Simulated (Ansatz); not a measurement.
# Si₂Ge₄H₁₂: one species, many methods

How much do the methods differ for Si₂Ge₄H₁₂? The plan is to run it at one geometry with functionals of several rungs and with coupled cluster, and see how far each lands from CCSD(T) at the basis-set limit for the atomisation energy.

Method: functionals in def2-TZVPP, the program's frozen cores in correlated methods; program: Ansatz 0.2.0, Gaussian basis.

Plan: LDA (SPW92), PBE-D4, revPBE-D4, BLYP-D4, r2SCAN-D4, B97M-V, PBE0-D4, B3LYP-D4, r2SCANh-D4, r2SCAN0-D4, HSE06-D4, BHLYP-D4, CAM-B3LYP-D4, LC-ωPBE, ωB97X-V, ωB97M-V, B2PLYP, PBE-QIDH; CCSD(T)/def2-SVP; CCSD(T)/def2-TZVPP; MP2/def2-QZVPP; extrapolation to the limit; RPA on PBE.

1 further run of the same task is left out (for a known fault of the program).

### Step 1. The geometry

All runs share one geometry, relaxed beforehand with PBE0-D4 in a triple-zeta def2 set.

SMILES `[SiH2]1[SiH2][GeH2][GeH2][GeH2][GeH2]1`, 18 atoms, charge 0, spin multiplicity 1.

Atoms are counted from 1 here; the program's logs count them from 0.

Bond lengths: Si1–Si2 2.337 Å, Si1–Ge6 2.386 Å, Si1–H7 1.490 Å, Si1–H8 1.489 Å, Si2–Ge3 2.386 Å, Si2–H9 1.490 Å, Si2–H10 1.489 Å, Ge3–Ge4 2.433 Å, Ge3–H11 1.541 Å, Ge3–H12 1.541 Å, Ge4–Ge5 2.425 Å, Ge4–H13 1.540 Å, Ge4–H14 1.541 Å, Ge5–Ge6 2.433 Å, Ge5–H15 1.541 Å, Ge5–H16 1.540 Å, Ge6–H17 1.541 Å, Ge6–H18 1.541 Å. Angles: Si2–Si1–Ge6 108.3°, Si2–Si1–H7 108.7°, Si2–Si1–H8 112.3°, Ge6–Si1–H7 108.8°, Ge6–Si1–H8 110.3°, H7–Si1–H8 108.3°, Si1–Si2–Ge3 108.3°, Si1–Si2–H9 108.8°, Si1–Si2–H10 112.3°, Ge3–Si2–H9 108.8°, Ge3–Si2–H10 110.3°, H9–Si2–H10 108.3°, Si2–Ge3–Ge4 110.3°, Si2–Ge3–H11 109.6°, Si2–Ge3–H12 110.1°, Ge4–Ge3–H11 109.4°, Ge4–Ge3–H12 109.3°, H11–Ge3–H12 108.0° and more.

Geometry (Å):

```xyz
18
charge 0, multiplicity 1
Si    0.3074   -1.9696    0.8974
Si    2.0771   -0.5086    0.4582
Ge    1.6254    0.6204   -1.5949
Ge   -0.7535    1.0860   -1.7981
Ge   -1.6648    1.4261    0.4229
Ge   -1.5637   -0.6831    1.6306
H    -0.0588   -2.6712   -0.3652
H     0.6609   -2.9965    1.9164
H     2.1501    0.4989    1.5537
H     3.3871   -1.2131    0.3840
H     2.0793   -0.2566   -2.7776
H     2.4114    1.9441   -1.6563
H    -0.9942    2.3022   -2.7117
H    -1.4498   -0.1331   -2.4335
H    -0.7960    2.4661    1.1568
H    -3.1092    1.9584    0.3777
H    -1.4390   -0.4040    3.1407
H    -2.8698   -1.4666    1.3988
```

### Step 2. LDA

This LDA is Slater exchange with PW92 correlation.

Input file in.yaml:

```yaml
crystal:
  periodic: [false, false, false]
  atoms:
    - {symbol: Si, position_ang: [0.307434, -1.969551, 0.897392]}
    - {symbol: Si, position_ang: [2.077143, -0.508557, 0.458204]}
    - {symbol: Ge, position_ang: [1.625442, 0.620445, -1.594891]}
    - {symbol: Ge, position_ang: [-0.753463, 1.086001, -1.798121]}
    - {symbol: Ge, position_ang: [-1.664806, 1.426135, 0.422932]}
    - {symbol: Ge, position_ang: [-1.563673, -0.683076, 1.630593]}
    - {symbol: H, position_ang: [-0.058817, -2.671203, -0.365170]}
    - {symbol: H, position_ang: [0.660883, -2.996513, 1.916420]}
    - {symbol: H, position_ang: [2.150052, 0.498893, 1.553741]}
    - {symbol: H, position_ang: [3.387128, -1.213135, 0.384041]}
    - {symbol: H, position_ang: [2.079262, -0.256558, -2.777564]}
    - {symbol: H, position_ang: [2.411391, 1.944121, -1.656278]}
    - {symbol: H, position_ang: [-0.994167, 2.302160, -2.711717]}
    - {symbol: H, position_ang: [-1.449841, -0.133118, -2.433537]}
    - {symbol: H, position_ang: [-0.795980, 2.466070, 1.156805]}
    - {symbol: H, position_ang: [-3.109180, 1.958447, 0.377664]}
    - {symbol: H, position_ang: [-1.438989, -0.403985, 3.140693]}
    - {symbol: H, position_ang: [-2.869831, -1.466598, 1.398792]}
basis:
  gaussian: {orbitals: def2-TZVPP}
hamiltonian: {xc: lda}
output: {orbitals: {seedname: orbitals}}
```

Further steps of the session: PBE-D4 (GGA); revPBE-D4 (GGA); BLYP-D4 (GGA); r2SCAN-D4 (meta-GGA); B97M-V (meta-GGA); PBE0-D4 (hybrid); B3LYP-D4 (hybrid); r2SCANh-D4 (hybrid); r2SCAN0-D4 (hybrid); HSE06-D4 (hybrid); BHLYP-D4 (hybrid); CAM-B3LYP-D4 (range-separated); LC-ωPBE (range-separated); ωB97X-V (range-separated); ωB97M-V (range-separated); B2PLYP (double hybrid); PBE-QIDH (double hybrid); CCSD(T) in def2-SVP; CCSD(T) in def2-TZVPP; MP2 in def2-QZVPP; RPA on PBE orbitals.

Before running them: what should the planned runs give, taken together? Wanted: atomisation energy, CCSD(T)/CBS; farthest beyond LDA; mean size of error, GGA; mean size of error, meta-GGA; mean size of error, hybrid; mean size of error, range-separated; mean size of error, double hybrid; gap, smallest and largest; T1 diagnostic.

**Answer**, as computed:

```
                               quantity                                               value
        atomisation energy, CCSD(T)/CBS                                       5017.2 kJ/mol
 functionals within 50.2 kJ/mol (1.0 %)  r2SCAN-D4, B97M-V, r2SCANh-D4, r2SCAN0-D4, ωB97X-V
                    farthest beyond LDA                           revPBE-D4 (-180.5 kJ/mol)
                mean size of error, GGA                                        143.6 kJ/mol
           mean size of error, meta-GGA                                         23.5 kJ/mol
             mean size of error, hybrid                                         67.6 kJ/mol
    mean size of error, range-separated                                         72.7 kJ/mol
      mean size of error, double hybrid                                        110.3 kJ/mol
              gap, smallest and largest           5.14 eV (LDA (SPW92)), 11.43 eV (LC-ωPBE)
                          T1 diagnostic                                              0.0123
triples share of the correlation energy                                               3.8 %
```

What this shows: The LDA atomisation energy is off by 552.4 kJ/mol (11 %): it overbinds. PBE-D4 is off by -95.0 kJ/mol. Double hybrids carry the basis error of their MP2 part in triple zeta, and no dispersion term here, so their miss is partly the set-up's. By mean error the best rung here is meta-GGA (23.5 kJ/mol) and the worst beyond LDA is GGA (143.6 kJ/mol). The reference freezes the cores and leaves out relativity and excitations past (T), and its outer-core shells are covered unevenly, so misses under about 50.2 kJ/mol can't be ranked. Hartree-Fock recovers 73 % of the binding; the rest is correlation. CCSD(T) in def2-SVP is off by -370.9 kJ/mol, worse than the median functional, from the basis alone. Orbital gaps span 5.1 to 11.4 eV; exact exchange widens them. Correlated methods include outer-core shells of Ge, which these sets cover unevenly.
